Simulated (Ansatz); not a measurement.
# C₂H₉B₂N: up Jacob's ladder to CCSD(T)

An exercise on one series of results from a longer session: the logs are not shown, and one member is left open.

Method: functionals in def2-TZVPP, the program's frozen cores in correlated methods; program: Ansatz 0.2.0, Gaussian basis.

Plan: LDA (SPW92), PBE-D4, revPBE-D4, BLYP-D4, r2SCAN-D4, B97M-V, PBE0-D4, B3LYP-D4, r2SCANh-D4, r2SCAN0-D4, HSE06-D4, BHLYP-D4, CAM-B3LYP-D4, LC-ωPBE, ωB97X-V, ωB97M-V, B2PLYP, PBE-QIDH; CCSD(T)/def2-SVP; CCSD(T)/def2-TZVPP; MP2/def2-QZVPP; extrapolation to the limit; RPA on PBE.

## Structure used throughout

An earlier PBE0-D4 in a triple-zeta def2 set relaxation fixed the geometry.

SMILES `BN(B)CC`, 14 atoms, charge 0, spin multiplicity 1.

Atoms are counted from 1 here; the program's logs count them from 0.

Bond lengths: B1–N2 1.418 Å, B1–H6 1.199 Å, B1–H7 1.193 Å, N2–B3 1.418 Å, N2–C4 1.468 Å, B3–H8 1.199 Å, B3–H9 1.193 Å, C4–C5 1.515 Å, C4–H10 1.092 Å, C4–H11 1.092 Å, C5–H12 1.093 Å, C5–H13 1.092 Å, C5–H14 1.093 Å. Angles: N2–B1–H6 119.1°, N2–B1–H7 119.2°, H6–B1–H7 121.7°, B1–N2–B3 121.0°, B1–N2–C4 119.5°, B3–N2–C4 119.5°, N2–B3–H8 119.1°, N2–B3–H9 119.2°, H8–B3–H9 121.7°, N2–C4–C5 111.8°, N2–C4–H10 108.6°, N2–C4–H11 108.6°, C5–C4–H10 110.1°, C5–C4–H11 110.1°, H10–C4–H11 107.5°, C4–C5–H12 110.7°, C4–C5–H13 110.8°, C4–C5–H14 110.7° and more.

As a file:

```xyz
14

B    -0.9318   -0.2699    1.5530
N    -0.2224   -0.5845    0.3657
B     0.6949   -1.6655    0.3268
C    -0.4187    0.2406   -0.8325
C     0.5424    1.4106   -0.8728
H    -1.7024    0.6481    1.5457
H    -0.7494   -0.9273    2.5315
H     1.2723   -1.9037   -0.6963
H     0.8694   -2.3164    1.3110
H    -0.2817   -0.3888   -1.7147
H    -1.4498    0.6009   -0.8421
H     1.5776    1.0602   -0.8757
H     0.3822    2.0124   -1.7703
H     0.4045    2.0541   -0.0001
```

The first run:

The input, in.yaml:

```yaml
crystal:
  periodic: [false, false, false]
  atoms:
    - {symbol: B, position_ang: [-0.931792, -0.269935, 1.552974]}
    - {symbol: N, position_ang: [-0.222414, -0.584487, 0.365675]}
    - {symbol: B, position_ang: [0.694907, -1.665537, 0.326764]}
    - {symbol: C, position_ang: [-0.418654, 0.240591, -0.832547]}
    - {symbol: C, position_ang: [0.542356, 1.410612, -0.872768]}
    - {symbol: H, position_ang: [-1.702431, 0.648134, 1.545748]}
    - {symbol: H, position_ang: [-0.749420, -0.927254, 2.531453]}
    - {symbol: H, position_ang: [1.272255, -1.903721, -0.696317]}
    - {symbol: H, position_ang: [0.869406, -2.316447, 1.310950]}
    - {symbol: H, position_ang: [-0.281710, -0.388781, -1.714691]}
    - {symbol: H, position_ang: [-1.449770, 0.600924, -0.842092]}
    - {symbol: H, position_ang: [1.577610, 1.060237, -0.875744]}
    - {symbol: H, position_ang: [0.382164, 2.012392, -1.770257]}
    - {symbol: H, position_ang: [0.404493, 2.054071, -0.000148]}
basis:
  gaussian: {orbitals: def2-TZVPP}
hamiltonian: {xc: lda}
output: {orbitals: {seedname: orbitals}}
```

The run is started by

```
$ ansatz run in.yaml --threads 4 --pin off --events-out ev --progress --plain --max-ram 10444MiB
```

Among the steps run: LDA; PBE-D4 (GGA); revPBE-D4 (GGA); BLYP-D4 (GGA); r2SCAN-D4 (meta-GGA); B97M-V (meta-GGA); B3LYP-D4 (hybrid); r2SCANh-D4 (hybrid); r2SCAN0-D4 (hybrid); HSE06-D4 (hybrid); BHLYP-D4 (hybrid); CAM-B3LYP-D4 (range-separated); LC-ωPBE (range-separated); ωB97X-V (range-separated); ωB97M-V (range-separated); B2PLYP (double hybrid); PBE-QIDH (double hybrid).

One of the session's tables, all rows but one given; the rest of the session is left out.

It belongs to the step «Frontier levels by functional». 

| functional | HOMO (eV) | gap (eV) |
| --- | --- | --- |
| LDA (SPW92) | -7.47 | 4.90 |
| PBE-D4 | -7.47 | 5.21 |
| revPBE-D4 | -7.43 | 5.28 |
| BLYP-D4 | -7.34 | 5.25 |
| r2SCAN-D4 | -7.69 | 5.81 |
| B97M-V | -7.81 | 5.83 |
| PBE0-D4 | -8.69 | 7.45 |
| B3LYP-D4 | -8.46 | 7.01 |
| r2SCANh-D4 | -8.14 | 6.62 |
| r2SCAN0-D4 | -8.83 | 7.83 |
| HSE06-D4 | -8.29 | 6.67 |
| BHLYP-D4 | ? | ? |
| CAM-B3LYP-D4 | -10.05 | 9.91 |
| LC-ωPBE | -11.43 | 12.48 |
| ωB97X-V | -11.06 | 12.01 |
| ωB97M-V | -11.00 | 11.70 |

Q: Estimate the row for BHLYP-D4 from the others.

Worked estimate for «HOMO (eV)». Against the share of exact exchange, BLYP-D4 (0, -7.34), B3LYP-D4 (0.2, -8.46) give a slope of -5.60 per unit share; at 0.5 the line stands at -10.14.

**Answer.** HOMO (eV): -9.77; gap (eV): 9.63. In «HOMO (eV)» the line misses by -0.37.
